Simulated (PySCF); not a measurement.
**A gas-phase reaction: Cl2GeH2 + N2O → Cl2GeH2O + N2**

Aim: the reaction energy of `[Cl][GeH2][Cl]` + `[N-]=[N+]=O` → `[OH][GeH]([Cl])[Cl]` + `N#N`.

Computed with PySCF 2.14.0; each step states its level. No surroundings beyond the atoms listed, unless a continuum is named. Atoms count from 0, parts from 1.

## 1. The system as given

Each species was relaxed by itself at PBE0-D3(BJ)/def2-SVPD.

## 2. Energies of the species: wB97M-D3(BJ)/def2-TZVPD

Job settings and geometry (Å):

```
{"job": {"kind": "react", "xc": "wB97M-D3(BJ)", "basis": "def2-TZVPD"}, "charge": 0, "multiplicity": 1}
-1 Cl2GeH2 charge 0 multiplicity 1
Cl     0.559480    -1.487340    -1.293610
Ge    -0.154560     0.124780    -0.046940
Cl     1.103480     0.214750     1.705440
H      0.022680     1.429860    -0.819890
H     -1.568440    -0.226760     0.410300

-1 N2O charge 0 multiplicity 1
N      1.074220    -0.393490     0.002370
N      0.020780     0.000630     0.012470
O     -1.081430     0.413010     0.023030

+1 Cl2GeH2O charge 0 multiplicity 1
O     -1.200730     0.859010    -0.326260
Ge     0.173160    -0.233160    -0.231200
Cl     1.888790     0.823100     0.531380
Cl    -0.248730    -1.807050     1.177520
H     -1.453380     1.267330     0.508700
H      0.440070    -0.791080    -1.619450

+1 N2 charge 0 multiplicity 1
N      0.512780    -0.057800     0.186630
N     -0.512790     0.057800    -0.186620
```

Method: wB97M-D3(BJ)/def2-TZVPD reaction energy of separated species, gas phase.

Started as:

```
$ OMP_NUM_THREADS=1 python cluster_run.py task.json out
```

The driver reads the jobs from task.json and runs them one after another.

**Question.** The jobs that follow are: PBE0-D3(BJ)/def2-TZVPD reaction energy of separated species, gas phase. Predict: reaction energy (wB97M-D3(BJ)/def2-TZVPD); ΔH, ΔG at 298 K (xTB thermal terms). Thermal terms come from harmonic xTB runs on each species.

**Answer**, as computed:

```
                                                quantity                      value
               reaction energy (wB97M-D3(BJ)/def2-TZVPD)            -85.20 kcal/mol
                     ΔH, ΔG at 298 K (xTB thermal terms)      -84.9, -85.6 kcal/mol
range of the reaction energy over the runs of this table  -85.20 to -74.32 kcal/mol
```

The reaction is exothermic by 84.9 kcal/mol in the gas phase; dispersion gives -0.23, and xTB itself gave -8.69 for the electronic energy (xTB energies and thermal terms come from the earlier relaxation of each species, not shown). No barrier was sought. xTB and this level differ widely in the electronic energy, so what comes from xTB (the thermal terms above all) is less safe here. The reaction energy runs from -85.20 (wB97M-D3(BJ)/def2-TZVPD) to -74.32 kcal/mol (PBE0-D3(BJ)/def2-TZVPD).
